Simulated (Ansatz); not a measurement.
# KCdF3, space group Pm-3m: a cleavage or sliding curve

Run with the Ansatz DFT code, driven from Python.

The script, `run_cleave.py`:
```python
# -*- coding: utf-8 -*-
"""Cleavage curve of KCdF3."""

from dataclasses import dataclass

import ansatz as az
import numpy as np


@dataclass(frozen=True)
class RunConfig:
    occupations: str = "Fermi-Dirac"
    sigma: float = 0.1
    functional: str = "PBEsol"
    kmesh: tuple[int, ...] = (3, 3, 3)


settings = RunConfig()

vectors0 = np.array([
    [4.382089, 0.0, 0.0],
    [0.0, 4.382089, 0.0],
    [0.0, 0.0, 4.382089],
])
sites = [
    ("K", [0.0, 0.0, 0.0]),
    ("Cd", [0.5, 0.5, 0.5]),
    ("F", [0.0, 0.5, 0.5]),
    ("F", [0.5, 0.0, 0.5]),
    ("F", [0.5, 0.5, 0.0]),
]


def build(cell):
    crystal = az.Crystal(lattice=az.Lattice.of(cell))
    for symbol, position in sites:
        crystal = crystal.atom(symbol, position)
    return crystal

block = build(vectors0).supercell(1, 1, 1).resolved()
cell0 = np.array(block.lattice.vectors)
xyz = np.array([site.position for site in block.sites]) @ cell0
normal = np.cross(cell0[0], cell0[1])
area = np.linalg.norm(normal)
normal *= np.sign(normal @ cell0[2]) / area
# the atoms stay where they are; only the third vector changes
energies = []
for amount in [0, 1.0, 2.0, 3.0, 5.0]:
    cell = cell0.copy()
    cell[2] += amount * normal
    moved = az.Crystal(lattice=az.Lattice.of(cell))
    for site, fraction in zip(block.sites, xyz @ np.linalg.inv(cell)):
        moved = moved.atom(site.symbol, fraction)
    base = (
        moved.calculation()
        .occupations(settings.occupations, width=settings.sigma)
        .functional(settings.functional)
        .kpoints(*settings.kmesh)
    )
    energies.append(base.run().report["free_energy_ev"])
    print(f"gap {amount:4.2f} A: {(energies[-1] - energies[0]) / area * 16.02177:8.4f} J/m^2")
```

```console
$ python run_cleave.py
DeckWarning: basis.ecutwfc = 420 eV, auto-derived from the records' recommended cutoffs: set by K (normal level)
gap 0.00 A:   0.0000 J/m^2
gap 1.00 A:   0.5304 J/m^2
gap 2.00 A:   0.7360 J/m^2
gap 3.00 A:   0.7862 J/m^2
gap 5.00 A:   0.8071 J/m^2
```
(Warnings from the package without file and line.)

Notes:
- Along an axis with an odd division the mesh misses the point at one half; a gap read on a finite mesh is an upper bound on this functional's gap.
- Semilocal gaps usually lie well under measured ones.
- The structure comes from a database of computed cells and needn't be a stable or known phase.
- Levels are Kohn-Sham eigenvalues on this mesh, without spin-orbit coupling.
- The atoms are held rigidly, so these energies lie above those of relaxed faces or faults.
- Wall time of the script: 9.7 s on 1 thread of Arm Neoverse V1, with other jobs on the host, peak memory 0.41 GiB.
